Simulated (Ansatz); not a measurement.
**BFH4N2 (built from SMILES NB(N)F): a reaction path by the nudged elastic band**

Aim: the minimum-energy path between two given structures and its highest point. Both ends were relaxed at PBE0-D4 in triple zeta. A second band with other settings follows.

Method: PBE0-D4/def2-SVP; program: Ansatz 0.2.0, Gaussian basis.

16 further runs of the same task are left out: 16 set aside as unsound or not needed.

## 1. Starting geometry

The first end: 8 atoms, charge 0, spin multiplicity 1.

Atoms are counted from 1 here; the program's logs count them from 0.

Bond lengths: B1–N2 1.409 Å, B1–N3 1.409 Å, B1–F5 1.350 Å, N2–H6 1.003 Å, N2–H7 1.002 Å, N3–H4 1.002 Å, N3–H8 1.003 Å. Angles: N2–B1–N3 124.8°, N2–B1–F5 117.6°, N3–B1–F5 117.6°, B1–N2–H6 121.2°, B1–N2–H7 124.3°, H6–N2–H7 114.5°, B1–N3–H4 124.3°, B1–N3–H8 121.2°, H4–N3–H8 114.5°.

As a file:

```
atom    x (Å)    y (Å)    z (Å)
  B1  -0.2650   0.3018  -0.1803
  N2   1.1169   0.5770  -0.1558
  N3  -0.8606  -0.8689   0.3302
  H4  -0.3538  -1.6186   0.7608
  F5  -1.0774   1.2270  -0.7332
  H6   1.4842   1.4298  -0.5355
  H7   1.8083  -0.0378   0.2292
  H8  -1.8527  -1.0102   0.2846
```

The second end:

```xyz
8
charge 0, multiplicity 1
B    -0.5936    0.0787   -0.2786
N     0.9640    0.2027    0.1384
N    -1.2129   -0.8678    0.4082
H     1.0568   -0.5158    0.8533
F    -0.8279    1.0082   -1.2423
H     1.2053    1.1106    0.5265
H     1.6021    0.0117   -0.6294
H    -2.1938   -1.0283    0.2239
```

## 2. The band at PBE0-D4/def2-SVP

The input, neb/in.yaml:

```yaml
crystal:
  periodic: [false, false, false]
  atoms:
    - {symbol: B, position_ang: [-0.264972, 0.301759, -0.180311]}
    - {symbol: N, position_ang: [1.116879, 0.577018, -0.155779]}
    - {symbol: N, position_ang: [-0.860557, -0.868929, 0.330242]}
    - {symbol: H, position_ang: [-0.353767, -1.618639, 0.760792]}
    - {symbol: F, position_ang: [-1.077409, 1.226973, -0.733218]}
    - {symbol: H, position_ang: [1.484214, 1.429826, -0.535478]}
    - {symbol: H, position_ang: [1.808311, -0.037794, 0.229219]}
    - {symbol: H, position_ang: [-1.852699, -1.010214, 0.284631]}
basis:
  gaussian: {orbitals: def2-SVP}
hamiltonian: {xc: pbe0, dispersion: d4}
neb:
  images: 5
  climbing: true
  max_iterations: 40
  initial_path: idpp
  final_atoms:
    - {symbol: B, position_ang: [-0.593551, 0.078716, -0.278608]}
    - {symbol: N, position_ang: [0.963956, 0.202684, 0.138423]}
    - {symbol: N, position_ang: [-1.212893, -0.867840, 0.408236]}
    - {symbol: H, position_ang: [1.056809, -0.515775, 0.853297]}
    - {symbol: F, position_ang: [-0.827898, 1.008170, -1.242287]}
    - {symbol: H, position_ang: [1.205283, 1.110615, 0.526532]}
    - {symbol: H, position_ang: [1.602087, 0.011703, -0.629378]}
    - {symbol: H, position_ang: [-2.193794, -1.028274, 0.223884]}
```

Run with:

```bash
$ ansatz run in.yaml --threads 2 --pin off --events-out ev --progress --plain --max-ram 4352MiB
```

## 3. The band at wB97X-V/def2-TZVP, other settings

Changes to neb/in.yaml since step 2:

```diff
@@ -12,9 +12,10 @@
 basis:
-  gaussian: {orbitals: def2-SVP}
-hamiltonian: {xc: pbe0, dispersion: d4}
+  gaussian: {orbitals: def2-TZVP}
+hamiltonian: {xc: {name: wB97X-V}}
 neb:
-  images: 5
-  climbing: true
-  max_iterations: 40
+  images: 4
+  climbing: false
+  max_iterations: 60
   initial_path: idpp
+  spring: 2.5
   final_atoms:
```

What does the calculation give? Wanted: from earlier runs: barrier over the separately found saddle, CCSD(T)/def2-TZVPP.

**Answer**, as computed:

| quantity | value |
| --- | --- |
| PBE0-D4/def2-SVP, 14 iterations | highest 243.3 kJ/mol (image 5), last end +207.9 kJ/mol |
| wB97X-V/def2-TZVP, 10 iterations | highest 229.3 kJ/mol (image 4), last end +209.0 kJ/mol |
| from earlier runs: barrier over the separately found saddle, CCSD(T)/def2-TZVPP | 260.2 kJ/mol |

The highest image lies 243.3 kJ/mol above the first end, and it climbed, so it estimates the saddle. The ends are not quite minima at this level (largest force component 0.29 eV/Å), so the heights are unreliable: relaxing the first end would lower it and raise the barrier above it. The highest image is 16.9 kJ/mol below the CCSD(T) barrier in triple zeta, which comes from separate runs on the saddle. The second band's highest image lies at 229.3 kJ/mol; the levels differ, and it didn't climb, so it lies under its saddle.
